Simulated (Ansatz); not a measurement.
# B2PLYP/def2-TZVPP (core potential) run of RbLi (SMILES [Li][Rb])

Aim: the energy change on altering one bond length of RbLi at B2PLYP/def2-TZVPP (core potential), from 2 runs. 

The calculation is run with Ansatz 0.2.0.

1 further run of the same task is left out (set aside as unsound or not needed).

## 1. The system as given

RbLi has 2 atoms, charge 0, and is taken as a singlet. As SMILES, `[Li][Rb]`. Geometry: relaxed at PBE0-D4/def2-TZVP.

Bond lengths: Li1–Rb2 3.553 Å.

## 2. A single-point energy at B2PLYP/def2-TZVPP (core potential)

input.yaml

```yaml
crystal:
  periodic: [false, false, false]
  atoms:
    - {symbol: Li, position_ang: [-0.000000, 0.000000, -0.201360]}
    - {symbol: Rb, position_ang: [0.000000, -0.000000, 3.351730]}
basis:
  gaussian: {orbitals: def2-TZVPP}
hamiltonian: {xc: {name: B2PLYP}}
correlation: {frozen_orbitals: {Li: 0, Rb: 0}}
accuracy: high
output: {orbitals: {seedname: orbitals}}
```

Command:

```bash
$ ansatz run input.yaml --threads 1 --pin off --max-ram 3480MiB --events-out events.jsonl --progress --plain --runs-dir runs
```

The log of the run:

```text
Warning: RAYON_NUM_THREADS=1 ignored (pool sized by the plan → 1); use --threads N
Functional definition: B2PLYP
  name "B2PLYP"
  parameter a = 0.53
  parameter c = 0.27
  exchange = (1 - a)*b88_x + a*exact_x
  correlation = (1 - c)*lyp_c + c*(mp2_os + mp2_ss)
819 factors; integrals over basis functions are off by at most 3.2e-9 eV
mean field evaluation 1: about -856.0369 eV, gradient 4.1e0 eV
mean field evaluation 2: about -856.0365 eV, gradient 4.1e0 eV
mean field evaluation 4: about -856.1378 eV, gradient 2.1e-1 eV
mean field evaluation 8: about -856.1378 eV, gradient 7.8e-3 eV
mean field evaluation 16: about -856.1378 eV, gradient 4.0e-6 eV
mean field -856.13782314 eV, -31.4624846892 hartree, gradient 4.7e-8 eV, S^2 0.000000; 0 other end points of the search recorded, 0 dependent functions left out
reference -856.13783928 eV, -31.4624852824 hartree; 6, 6 occupied and 53, 53 virtual orbitals, 819 factors
second order -4.67608445 eV of doubles, -0.00000000 eV of singles
Total energy: -857.40038208 eV, -31.5088828746 hartree
```

Run time: 4.8 s. Hardware: 1 thread of Arm Neoverse V2, shared host; peak memory 0.17 GiB.

## 3. The distorted shape, same level

input.yaml

```yaml
crystal:
  periodic: [false, false, false]
  atoms:
    - {symbol: Li, position_ang: [-0.000000, 0.000000, -0.734370]}
    - {symbol: Rb, position_ang: [0.000000, -0.000000, 3.351730]}
basis:
  gaussian:
    orbitals: def2-TZVPP
hamiltonian:
  xc: {name: B2PLYP}
correlation:
  frozen_orbitals: {Li: 0, Rb: 0}
accuracy: high
output: {orbitals: {seedname: orbitals}}
```

Command:

```bash
$ ansatz run input.yaml --threads 1 --pin off --max-ram 3480MiB --events-out events.jsonl --progress --plain --runs-dir runs
```

The log of the run (excerpt; [...] marks lines left out):

```text
Warning: RAYON_NUM_THREADS=1 ignored (pool sized by the plan → 1); use --threads N
[... 6 set-up lines as earlier in the session ...]
809 factors; integrals over basis functions are off by at most 3.4e-9 eV
mean field evaluation 1: about -855.9366 eV, gradient 3.8e0 eV
mean field evaluation 2: about -855.9362 eV, gradient 3.8e0 eV
mean field evaluation 4: about -856.0534 eV, gradient 2.0e-1 eV
mean field evaluation 8: about -856.0534 eV, gradient 9.3e-3 eV
mean field evaluation 16: about -856.0534 eV, gradient 9.4e-7 eV
mean field -856.05336290 eV, -31.4593808329 hartree, gradient 2.8e-8 eV, S^2 0.000000; 0 other end points of the search recorded, 0 dependent functions left out; unrestricted orbitals would lower it
reference -856.05337937 eV, -31.4593814382 hartree; 6, 6 occupied and 53, 53 virtual orbitals, 809 factors
second order -4.62519518 eV of doubles, -0.00000000 eV of singles
Total energy: -857.30218207 eV, -31.5052740909 hartree
```

Run time: 4.2 s. Hardware: 1 thread of Arm Neoverse V2, shared host; peak memory 0.17 GiB.

## 4. What came out

At B2PLYP/def2-TZVPP (core potential):

| quantity | value |
| --- | --- |
| first shape: total energy | -31.50888 Eh |
| first shape: HOMO energy (SCF part's orbitals) | -3.47 eV |
| first shape: LUMO energy (SCF part's orbitals) | -0.75 eV |
| first shape: HOMO–LUMO gap (SCF part's orbitals) | 2.72 eV |
| distorted shape: total energy | -31.50527 Eh |
| distorted shape: HOMO energy (SCF part's orbitals) | -3.33 eV |
| distorted shape: LUMO energy (SCF part's orbitals) | -0.90 eV |
| distorted shape: HOMO–LUMO gap (SCF part's orbitals) | 2.43 eV |
| energy change with the Li1–Rb2 bond stretched from 3.553 to 4.086 Å | 0.098 eV |

**Reading.** With the Li1–Rb2 bond stretched from 3.553 to 4.086 Å the energy rises by 0.10 eV (2.3 kcal/mol). The first shape isn't relaxed at this level, so the change isn't measured from a minimum. The restricted solution (distorted shape) is unstable to spin breaking: an unrestricted one lies lower.
